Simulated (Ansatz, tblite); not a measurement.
# H2Te3 (Te3H2): rung by rung

How do method and basis change the picture of H2Te3 (Te3H2) (singlet)?

Computed with Ansatz 0.2.0, Gaussian basis. Level: as each input shows.

Plan: GFN1-xTB, GFN2-xTB, PBE-D4/def2-TZVP, r2SCAN-D4/def2-TZVP, r2SCAN0-D4/def2-TZVP, LDA/def2-TZVP, CAM-B3LYP-D4/def2-TZVP, B2PLYP/def2-TZVP, r2SCANh-D4/def2-TZVP, HF/def2-TZVP, LC-ωPBE/def2-TZVP, PBE-D4/def2-SVP, PBE0-D4/def2-SVP, PBE0-D4/def2-TZVPD, PBE-D4/def2-TZVPD, r2SCAN-D4/def2-TZVPD, CCSD(T)/def2-TZVPP, MP2/def2-TZVP, RPA/def2-TZVP.

1 further run of the same task is left out (set aside as unsound or not needed). Runs told in other sessions of the task aren't counted.

### 1 The geometry

The geometry is that of the singlet, from an earlier relaxation (PBE0-D4/def2-SVP).

5 atoms, charge 0, spin multiplicity 1.

Bond lengths: Te1–Te2 2.721 Å, Te1–H4 1.670 Å, Te2–Te3 2.721 Å, Te3–H5 1.670 Å. Angles: Te2–Te1–H4 95.0°, Te1–Te2–Te3 104.8°, Te2–Te3–H5 95.0°.

Te takes a core potential in the def2 sets. No spin-orbit coupling is included.

PBE0-D4/def2-TZVP was run before; its log isn't repeated, and its numbers join the tables.

### 2 GFN1-xTB

Tight binding, by tblite at 300 K electronic temperature and without a spin-polarisation term:

```python
tblite.interface.Calculator('GFN1-xTB', numbers, positions, charge=0, uhf=0).singlepoint()
```

Energy -338.9014 eV, HOMO -9.83 eV, LUMO -6.80 eV; 0.003 s.

### 3 GFN2-xTB

Tight binding, by tblite at 300 K electronic temperature and without a spin-polarisation term:

```python
tblite.interface.Calculator('GFN2-xTB', numbers, positions, charge=0, uhf=0).singlepoint()
```

Energy -281.1304 eV, HOMO -9.63 eV, LUMO -6.10 eV; 0.002 s.

### 4 PBE-D4/def2-TZVP

start.molden holds the orbitals of an earlier run on this state, given as this run's starting guess.

The input, in.yaml:

```yaml
crystal:
  periodic: [false, false, false]
  atoms:
    - {symbol: Te, position_ang: [-0.042252, -0.654588, 2.071840]}
    - {symbol: Te, position_ang: [-0.195537, 1.340058, 0.227579]}
    - {symbol: Te, position_ang: [0.123971, 0.096038, -2.171083]}
    - {symbol: H, position_ang: [1.614143, -0.556186, 2.256852]}
    - {symbol: H, position_ang: [-1.500324, -0.225321, -2.385187]}
basis:
  gaussian: {orbitals: def2-TZVP, initial_orbitals: start.molden}
hamiltonian: {xc: pbe, dispersion: d4}
scf: {omitted_lower_state_checks: [starts]}
output: {orbitals: {seedname: orbitals}}
```

Launch:

```sh
$ ansatz run in.yaml --threads 4 --pin off --events-out ev --progress --plain --max-ram 3916MiB
```

After this run come: r2SCAN-D4/def2-TZVP; r2SCAN0-D4/def2-TZVP; LDA/def2-TZVP; CAM-B3LYP-D4/def2-TZVP; B2PLYP/def2-TZVP; r2SCANh-D4/def2-TZVP; HF/def2-TZVP; LC-ωPBE/def2-TZVP; PBE-D4/def2-SVP; PBE0-D4/def2-SVP; PBE0-D4/def2-TZVPD; PBE-D4/def2-TZVPD; r2SCAN-D4/def2-TZVPD; CCSD(T)/def2-TZVPP; MP2/def2-TZVP; RPA/def2-TZVP.

Q: Predict the results of all the runs planned. Wanted: gap in def2-TZVP, named functionals and Hartree-Fock, smallest and largest; correlation energy, CCSD(T)/def2-TZVPP; correlation energy, MP2/def2-TZVP; binding an atom, CCSD(T)/def2-TZVPP; PBE0 total energy, smallest basis above largest.

**Answer**, as computed:

| quantity | value |
| --- | --- |
| gap in def2-TZVP, named functionals and Hartree-Fock, smallest and largest | 2.35 eV (LDA), 9.16 eV (HF) |
| correlation energy, CCSD(T)/def2-TZVPP | -37.03 eV |
| correlation energy, MP2/def2-TZVP | -37.60 eV |
| binding an atom, CCSD(T)/def2-TZVPP | 1.949 eV |
| PBE0 total energy, smallest basis above largest | 0.98 eV (def2-SVP, def2-TZVPD) |

In words: Orbital gaps of the named functionals and Hartree-Fock in def2-TZVP span 2.35 eV (LDA) to 9.16 eV (HF); exact exchange widens it. The functionals in def2-TZVP miss CCSD(T)/def2-TZVPP by -0.070 (LC-ωPBE) to +0.590 eV (LDA) an atom. CCSD(T)/def2-TZVPP isn't at the basis-set limit; small misses against it rank nothing.
